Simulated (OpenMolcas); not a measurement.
# Ta²⁺ among point charges: CASSCF and CASPT2 levels and susceptibility

Aim: the splitting of the states of Ta²⁺ in the field of 6 point charges, its lowest levels with spin-orbit coupling and its magnetic susceptibility.

Method: state-averaged CASSCF and CASPT2, spin-orbit coupling by RASSI with atomic mean-field integrals. Code: OpenMolcas 26.06.

## 1. What is computed

```
Species                           : Ta²⁺ (tantalum, Z = 73, 71 electrons)
Basis                             : ANO-RCC-VDZP [7s6p4d2f1g], 68 functions
Scalar Hamiltonian                : DKH2, point nucleus
Inactive shells                   : 1s 2s 2p 3s 3p 3d 4s 4p 4d 4f 5s 5p
Active space                      : 3 electrons in 5 orbitals (5d)
Some configurations of this space : 5d³
Orbitals                          : optimised for each spin and parity, averaged over all roots
```

Outer shells as boxes (Hund's rule):

5d3
```
5d [↑ ][↑ ][↑ ][  ][  ]
```

The ion sits among 6 point charges of -1.7 e arranged as an octahedron (Oh), 1.95 Å from the ion.

Each step is its own input file, run in one work folder so that later steps find the files of earlier ones. Labels, J, g values, rates, χT and fits are worked out afterwards by a script from the matrices that RASSI stores. The input lists half of the charges; inversion (Group=XYZ) makes the rest.

## 2. Basis and integrals

Input file a.inp:

```
&GATEWAY
Coord
1

Ta 0.0 0.0 0.0
Basis=ANO-RCC-VDZP
Group=XYZ
NoMove
AngMom=0.0 0.0 0.0
AMFI
XField
3 Angstrom 0
1.950000 0.000000 0.000000 -1.700000
0.000000 1.950000 0.000000 -1.700000
0.000000 0.000000 1.950000 -1.700000
&SEWARD
```

What it wrote:

```text
Basis set label: TA.ANO-RCC...7S6P4D2F1G.

      Electronic valence basis set:
      ------------------
      Associated Effective Charge  73.000000 au
      Associated Actual Charge     73.000000 au
      Nuclear Model: Point charge

      Shell  nPrim  nBasis  Cartesian Spherical Contaminant
         s      24       7        X
         p      21       6        X
         d      15       4                 X
         f      11       2                 X
         g       4       1                 X
                  Relativistic Douglas-Kroll-Hess integrals:
                    - DKH order of Hamiltonian: 2
                    - DKH order of Properties : 0
                  Atomic mean-field integrals
```

## 3. Reference wave functions, quartets of even parity, 10 roots

Input file a.inp:

```
&RASSCF
FileOrb=start.orb
Symmetry=1
Spin=4
nActEl=3 0 0
Inactive=15 19
Ras2=5 0
CIRoot=10 10 1
SDav=10
CIMx=300
Iter=120 100
PrWF=0.3
OrbListing=Nothing
MaxOrb=0
>>> COPY $Project.JobIph JOB001
```

start.orb holds the contracted functions of the basis, ordered by shell, or the orbitals of the step before.

What it wrote, cut to the lines that bear on the results:

```text
[...]
      Number of active orbitals                  5
[...]
      Spin quantum number                      1.5
[...]
      Active orbitals                            5   0
[...]
      Number of CSFs                            10
      Number of root(s) required                10
[...]
      Convergence after  9 iterations
[...]
      Natural orbitals and occupation numbers for root  1
      sym 1:   1.000000   1.000000   0.000000   1.000000  -0.000000
      Natural orbitals and occupation numbers for root  2
      sym 1:   0.138093   1.000000   0.138093   0.861907   0.861907
      Natural orbitals and occupation numbers for root  3
      sym 1:   0.881330   1.000000   0.118670   0.118670   0.881330
::    RASSCF root number  1 Total energy: -15594.94825832
::    RASSCF root number  2 Total energy: -15594.81728248
::    RASSCF root number  3 Total energy: -15594.81728248
[...]
::    RASSCF root number  7 Total energy: -15594.78689758
::    RASSCF root number  8 Total energy: -15594.66936387
::    RASSCF root number  9 Total energy: -15594.66936387
::    RASSCF root number 10 Total energy: -15594.66936387
```

## 4. Reference wave functions, doublets of even parity, 40 roots

Input file a.inp:

```
&RASSCF
FileOrb=start.orb
Symmetry=1
Spin=2
nActEl=3 0 0
Inactive=15 19
Ras2=5 0
CIRoot=40 40 1
SDav=40
CIMx=300
Iter=120 100
PrWF=0.3
OrbListing=Nothing
MaxOrb=0
>>> COPY $Project.JobIph JOB002
```

What it wrote, cut to the lines that bear on the results:

```text
[...]
      Number of active orbitals                  5
[...]
      Spin quantum number                      0.5
[...]
      Active orbitals                            5   0
[...]
      Number of CSFs                            40
      Number of root(s) required                40
[...]
      Convergence after  8 iterations
[...]
      Natural orbitals and occupation numbers for root  1
      sym 1:   0.997837   0.987978   0.012087   1.000436   0.001663
      Natural orbitals and occupation numbers for root  2
      sym 1:   0.992997   1.002856   0.001663   0.990398   0.012087
      Natural orbitals and occupation numbers for root  3
      sym 1:   0.999138   0.999129   0.003858   0.994892   0.002982
::    RASSCF root number  1 Total energy: -15594.89788210
::    RASSCF root number  2 Total energy: -15594.89788207
::    RASSCF root number  3 Total energy: -15594.89612171
[...]
::    RASSCF root number 27 Total energy: -15594.62825093
::    RASSCF root number 28 Total energy: -15594.62825090
::    RASSCF root number 29 Total energy: -15594.62825077
::    RASSCF root number 30 Total energy: -15594.61967803
```

## 5. RASSI: spin-orbit coupling between the states

Input file a.inp:

```
&RASSI
NrOfJobIphs=2 10 40
1 2 3 4 5 6 7 8 9 10
1 2 3 4 5 6 7 8 9 10 11 12 13 14 15 16 17 18 19 20 21 22 23 24 25 26 27
28 29 30 31 32 33 34 35 36 37 38 39 40
IphNames
JOB001
JOB002
EJob
SpinOrbit
DIPRint=1.0
SOCoupling=1000.0
Subsets=2
Property=9
'ANGMOM' 1 'ANGMOM' 2 'ANGMOM' 3 'MLTPL  1' 1 'MLTPL  1' 2 'MLTPL  1' 3
'AMFI' 1 'AMFI' 2 'AMFI' 3
SOProperty=3
'ANGMOM' 1 'ANGMOM' 2 'ANGMOM' 3
```

What it wrote, cut to the lines that bear on the results:

```text
SPIN-FREE ENERGIES:
  (Shifted by EMIN (a.u.) =     -15594.9482583197)
 SF State       Relative EMIN(au)   Rel lowest level(eV)    D:o, cm**(-1)      L_eff
     1             0.0000000000        0.0000000000              0.0000         2.9
    11             0.0503762213        1.3708068151          11056.3026         3.8
    12             0.0503762465        1.3708075006          11056.3081         3.8
    13             0.0521366100        1.4187094314          11442.6633         3.8
    14             0.0521366177        1.4187096414          11442.6649         3.8
    15             0.0521366463        1.4187104206          11442.6712         3.8
    16             0.0802110464        2.1826537655          17604.2898         3.4
    17             0.0802110739        2.1826545138          17604.2959         3.4
    18             0.0802110812        2.1826547110          17604.2975         3.4
     2             0.1309758373        3.5640340972          28745.8736         2.9
[...]
Eigenvalues of complex Hamiltonian:
   -----------------------------------
  (Shifted by EMIN (a.u.) =     -15594.9482583197)
 SO State       Relative EMIN(au)   Rel lowest level(eV)    D:o, cm**(-1)     J-value
     1            -0.0018895507        0.0000000006              0.0000         2.6
     2            -0.0018895507        0.0000000000              0.0000         2.6
     3            -0.0018895507        0.0000000000              0.0000         2.6
     4            -0.0018895507        0.0000000006              0.0000         2.6
     5             0.0477296517        1.3502072807          10890.1561         3.2
     6             0.0477296517        1.3502072807          10890.1561         3.2
     7             0.0477296679        1.3502077229          10890.1597         3.0
     8             0.0477296679        1.3502077229          10890.1597         3.0
     9             0.0490321895        1.3856511414          11176.0302         3.0
    10             0.0490321895        1.3856511414          11176.0302         3.0
    11             0.0490321994        1.3856514094          11176.0323         3.1
[...]
```

These steps took 14 s in all on 1 thread, shared host.

Spin-free states, with their symmetry labels:

| state | degeneracy | E (cm-1) | free-ion L (%) |
| --- | --- | --- | --- |
| 4A2 | 1 | 0 | F (100) |
| 2E | 2 | 11056 | G (57) |
| 2T1 | 3 | 11443 | H (36) |
| 2T2 | 3 | 17604 | D (49) |
| 4T2 | 3 | 28746 | F (100) |
| 4T1 | 3 | 35415 | P (68) |
| 2A1 | 1 | 37655 | G (100) |
| 2T1 | 3 | 39955 | H (55) |
| 2T2 | 3 | 40186 | G (55) |
| 2E | 2 | 41073 | D (50) |
| 2T1 | 3 | 44898 | F (40) |
| 2T2 | 3 | 47865 | F (59) |
| 2A2 | 1 | 49461 | F (100) |
| 2E | 2 | 57391 | D (84) |
| 4T1 | 3 | 61210 | F (68) |
| 2T1 | 3 | 70234 | H (62) |
| 2T2 | 3 | 72115 | G (37) |
| 2T1 | 3 | 76050 | F (52) |
| 2T2 | 3 | 88721 | D (70) |
| 2E | 2 | 106684 | D (43) |

With spin-orbit coupling:

```
E (cm-1)  Degeneracy  Label  2S+1               g
     0.0           4     Γ8     4                
   10890           4     Γ8     2                
   11176           4     Γ8     2                
   11673           2     Γ6     2  0.45 0.45 0.45
   17955           4     Γ8     2                
   18136           2     Γ7     2  2.09 2.09 2.09
   28505           2     Γ7     4  2.74 2.74 2.74
   28886           4     Γ8     4                
   29294           4     Γ8     4                
   29437           2     Γ6     4  2.52 2.52 2.52
   35215           2     Γ6     4  3.05 3.05 3.05
   35789           4     Γ8     4                
   35939           2     Γ7     4  1.93 1.93 1.93
   36016           4     Γ8     4                
   38290           2     Γ6     2  2.80 2.80 2.80
   39764           2     Γ6     2  1.16 1.16 1.16
   40141           4     Γ8     2                
   40329           2     Γ7     2  0.13 0.13 0.13
   40654           4     Γ8     2                
   41868           4     Γ8     2                
   45221           2     Γ6     2  0.33 0.33 0.33
   45410           4     Γ8     2                
   47541           2     Γ7     2  1.08 1.08 1.08
   48533           4     Γ8     2
```

Principal g values are given for doublets only; a zero marks a field direction without first-order Zeeman splitting.

Powder χT (cm³ K/mol): 1.55 at 2 K, 1.55 at 5 K, 1.55 at 10 K, 1.55 at 20 K, 1.55 at 50 K, 1.56 at 100 K, 1.56 at 150 K, 1.56 at 200 K, 1.57 at 250 K, 1.57 at 300 K.

A ligand-field fit to the states below 45000 cm-1 gives 10Dq = 29092 cm-1, B = 608 cm-1 and C = 2169 cm-1 (C/B = 3.57), with a deviation of 135 cm-1.

## 6. CASPT2: IPEA 0.25, imaginary shift 0.1 (closed shells correlated: 4f 5s 5p)

Input file a.inp:

```
>>> COPY JOB001 $Project.JobIph
&CASPT2
Multistate=10 1 2 3 4 5 6 7 8 9 10
NoMult
Frozen=14 9
IPEA=0.25
Imaginary=0.1
MaxIter=60
WThr=0.0 0.3 0.05
PrWF=0.5
NoMix
>>> COPY JOB002 $Project.JobIph
&CASPT2
Multistate=40 1 2 3 4 5 6 7 8 9 10 11 12 13 14 15 16 17 18 19 20 21 22
23 24 25 26 27 28 29 30 31 32 33 34 35 36 37 38 39 40
NoMult
Frozen=14 9
IPEA=0.25
Imaginary=0.1
MaxIter=60
WThr=0.0 0.3 0.05
PrWF=0.5
NoMix
```

What it wrote:

```text
Orbital specifications:
      -----------------------

      Symmetry species                           1   2
                                                ag  au
      Frozen orbitals                           14   9
      Inactive orbitals                          1  10
      Active orbitals                            5   0
      Secondary orbitals                        16  13
      Deleted orbitals                           0   0
      Number of basis functions                 36  32
Type of calculation                        SS-CASPT2
      Fock operator                              state-specific
      IPEA shift                                 0.25
      Real shift                                 0.00
      Imaginary shift                            0.10
      The input orbitals will be transformed to quasi-canonical
Reference energy:      -15594.9482583197
      E2 (Non-variational):      -0.8684451118
      Shift correction:          -0.0001790024
      E2 (Variational):          -0.8686241142
      Total energy:          -15595.8168824339
      Residual norm:              0.0000002163
      Reference weight:           0.90856
      Contributions to the CASPT2 correlation energy
      Active & Virtual Only:         -0.0090940882
      One Inactive Excited:          -0.0903371815
      Two Inactive Excited:          -0.7690138421
Reference energy:      -15594.8172824825
      E2 (Non-variational):      -0.8701006874
      Shift correction:          -0.0002017610
      E2 (Variational):          -0.8703024484
      Total energy:          -15595.6875849309
      Residual norm:              0.0000001176
      Reference weight:           0.90830
      Contributions to the CASPT2 correlation energy
      Active & Virtual Only:         -0.0084667703
      One Inactive Excited:          -0.0964563926
      Two Inactive Excited:          -0.7651775245
::    CASPT2 Root  1     Total energy: -15595.81688243
::    CASPT2 Root  2     Total energy: -15595.68758493
::    CASPT2 Root  3     Total energy: -15595.68749872
::    CASPT2 Root  4     Total energy: -15595.68715479
::    CASPT2 Root  5     Total energy: -15595.66029659
::    CASPT2 Root  6     Total energy: -15595.66030685
::    CASPT2 Root  7     Total energy: -15595.66030340
::    CASPT2 Root  8     Total energy: -15595.54441757
::    CASPT2 Root  9     Total energy: -15595.54430602
::    CASPT2 Root 10     Total energy: -15595.54430588
Orbital specifications:
      -----------------------

      Symmetry species                           1   2
                                                ag  au
      Frozen orbitals                           14   9
      Inactive orbitals                          1  10
      Active orbitals                            5   0
      Secondary orbitals                        16  13
      Deleted orbitals                           0   0
      Number of basis functions                 36  32
Type of calculation                        SS-CASPT2
      Fock operator                              state-specific
      IPEA shift                                 0.25
      Real shift                                 0.00
      Imaginary shift                            0.10
      The input orbitals will be transformed to quasi-canonical
Reference energy:      -15594.8978820985
      E2 (Non-variational):      -0.8727771175
      Shift correction:          -0.0001965522
      E2 (Variational):          -0.8729736697
      Total energy:          -15595.7708557682
      Residual norm:              0.0000003044
      Reference weight:           0.90265
      Contributions to the CASPT2 correlation energy
      Active & Virtual Only:         -0.0142883969
      One Inactive Excited:          -0.0883040968
      Two Inactive Excited:          -0.7701846239
Reference energy:      -15594.8978820733
      E2 (Non-variational):      -0.8726812823
      Shift correction:          -0.0002283114
      E2 (Variational):          -0.8729095936
      Total energy:          -15595.7707916669
      Residual norm:              0.0000005352
      Reference weight:           0.90217
      Contributions to the CASPT2 correlation energy
      Active & Virtual Only:         -0.0143735160
      One Inactive Excited:          -0.0881205618
      Two Inactive Excited:          -0.7701872045
::    CASPT2 Root  1     Total energy: -15595.77085577
::    CASPT2 Root  2     Total energy: -15595.77079167
::    CASPT2 Root  3     Total energy: -15595.77066847
::    CASPT2 Root  4     Total energy: -15595.77069713
::    CASPT2 Root  5     Total energy: -15595.77068893
::    CASPT2 Root  6     Total energy: -15595.74681238
::    CASPT2 Root  7     Total energy: -15595.74680651
::    CASPT2 Root  8     Total energy: -15595.74681359
::    CASPT2 Root  9     Total energy: -15595.65228263
::    CASPT2 Root 10     Total energy: -15595.64202367
::    CASPT2 Root 11     Total energy: -15595.64198292
::    CASPT2 Root 12     Total energy: -15595.64204393
::    CASPT2 Root 13     Total energy: -15595.63965538
::    CASPT2 Root 14     Total energy: -15595.63966383
::    CASPT2 Root 15     Total energy: -15595.63967400
::    CASPT2 Root 16     Total energy: -15595.63905609
::    CASPT2 Root 17     Total energy: -15595.63916238
::    CASPT2 Root 18     Total energy: -15595.62619771
::    CASPT2 Root 19     Total energy: -15595.62614474
::    CASPT2 Root 20     Total energy: -15595.62620828
::    CASPT2 Root 21     Total energy: -15595.61183426
::    CASPT2 Root 22     Total energy: -15595.61179794
::    CASPT2 Root 23     Total energy: -15595.61183354
::    CASPT2 Root 24     Total energy: -15595.60524052
::    CASPT2 Root 25     Total energy: -15595.57556963
::    CASPT2 Root 26     Total energy: -15595.57566568
::    CASPT2 Root 27     Total energy: -15595.50320878
::    CASPT2 Root 28     Total energy: -15595.50320731
::    CASPT2 Root 29     Total energy: -15595.50320376
::    CASPT2 Root 30     Total energy: -15595.49708676
```

This run: 9.5 s of run time, 1 thread, shared host.

SS-CASPT2: lowest energy less the reference's lowest, -0.8686 hartree; reference weights 0.881 to 0.909.

States without spin-orbit coupling:

| state | degeneracy | E (cm-1) | free-ion L (%) |
| --- | --- | --- | --- |
| 4A2 | 1 | 0 | F (100) |
| 2E | 2 | 10109 | G (57) |
| 2T1 | 3 | 10139 | H (36) |
| 2T2 | 3 | 15379 | D (49) |
| 4T2 | 3 | 28415 | F (100) |
| 4T1 | 3 | 34365 | P (68) |
| 2A1 | 1 | 36125 | G (100) |
| 2T1 | 3 | 38379 | H (55) |
| 2T2 | 3 | 38895 | G (55) |
| 2E | 2 | 39017 | D (50) |
| 2T1 | 3 | 41854 | F (40) |
| 2T2 | 3 | 45006 | F (59) |
| 2A2 | 1 | 46450 | F (100) |
| 2E | 2 | 52951 | D (84) |
| 4T1 | 3 | 59815 | F (68) |
| 2T1 | 3 | 68844 | H (62) |
| 2T2 | 3 | 70187 | G (37) |
| 2T1 | 3 | 71721 | F (52) |
| 2T2 | 3 | 84379 | D (70) |
| 2E | 2 | 103507 | D (43) |

With spin-orbit coupling:

```tsv
E (cm-1)	Degeneracy	Label	2S+1	g
0	4	Γ8	4	
9790	4	Γ8	2	
10010	4	Γ8	2	
10400	2	Γ6	2	0.44 0.44 0.44
15870	4	Γ8	2	
15960	2	Γ7	2	2.09 2.09 2.09
28180	2	Γ7	4	2.72 2.72 2.72
28540	4	Γ8	4	
28940	4	Γ8	4	
29110	2	Γ6	4	2.53 2.53 2.53
34110	2	Γ6	4	3.01 3.01 3.01
34740	4	Γ8	4	
34890	2	Γ7	4	1.89 1.89 1.89
35000	4	Γ8	4	
36840	2	Γ6	2	2.82 2.82 2.82
38220	2	Γ6	2	1.13 1.13 1.13
38590	4	Γ8	2	
39040	2	Γ7	2	0.15 0.15 0.15
39130	4	Γ8	2	
40060	4	Γ8	2	
42250	2	Γ6	2	0.32 0.32 0.32
42490	4	Γ8	2	
44750	2	Γ7	2	1.12 1.12 1.12
45720	4	Γ8	2
```

Powder χT (cm³ K/mol): 1.54 at 2 K, 1.54 at 5 K, 1.54 at 10 K, 1.54 at 20 K, 1.54 at 50 K, 1.54 at 100 K, 1.55 at 150 K, 1.55 at 200 K, 1.56 at 250 K, 1.56 at 300 K.

A ligand-field fit to the states below 45000 cm-1 gives 10Dq = 28641 cm-1, B = 487 cm-1 and C = 1926 cm-1 (C/B = 3.95), with a deviation of 315 cm-1.

## 7. The methods side by side

A. CASSCF
B. SS-CASPT2, IPEA 0.25, imaginary shift 0.1 (closed shells correlated: 4f 5s 5p)

| method | ground state | first state of that spin (cm-1) | first gap with spin-orbit (cm-1) | χT at 300 K |
| --- | --- | --- | --- | --- |
| A | 4A2 | 4T2 28750 | 10890.2 | 1.57 |
| B | 4A2 | 4T2 28420 | 9790.6 | 1.56 |

## 8. Summary of results

| quantity | value |
| --- | --- |
| method | SS-CASPT2, IPEA 0.25, imaginary shift 0.1 (closed shells correlated: 4f 5s 5p) |
| spin-free ground state | 4A2, 1-fold in its orbital part |
| first state of the same spin within the active space | 4T2 at 28400 cm⁻¹ |
| lowest level | 4-fold Γ8 |
| next level | 9790.6 cm⁻¹ |
| χT at 300 K | 1.56 cm³ K/mol |
| effective moment at 300 K | 3.53 μB |

Cost by method:

| method | time of its own steps | time with the reference |
| --- | --- | --- |
| A. CASSCF | 14 s | 14 s |
| B. SS-CASPT2, IPEA 0.25, imaginary shift 0.1, +4f 5s 5p | 9.5 s | 24 s |

Times are of one thread on a shared host.

In words: The spin-free ground state (4A2) comes to 100 % from free-ion F terms and keeps the highest spin of the shell. χT at 300 K is 1.56, against 1.88 cm³ K/mol for the spin alone, so spin-orbit coupling lowers it. A ligand-field fit to the states below 45000 cm-1 gives 10Dq = 28641 cm-1, B = 487 cm-1 and C = 1926 cm-1 (C/B = 3.95), with a deviation of 315 cm-1. CASPT2 does not keep the components of a term degenerate, and the means are used. The field of point charges can differ much from that of real complexes. Point charges carry no covalency, so the field is a model and not that of real ligands.
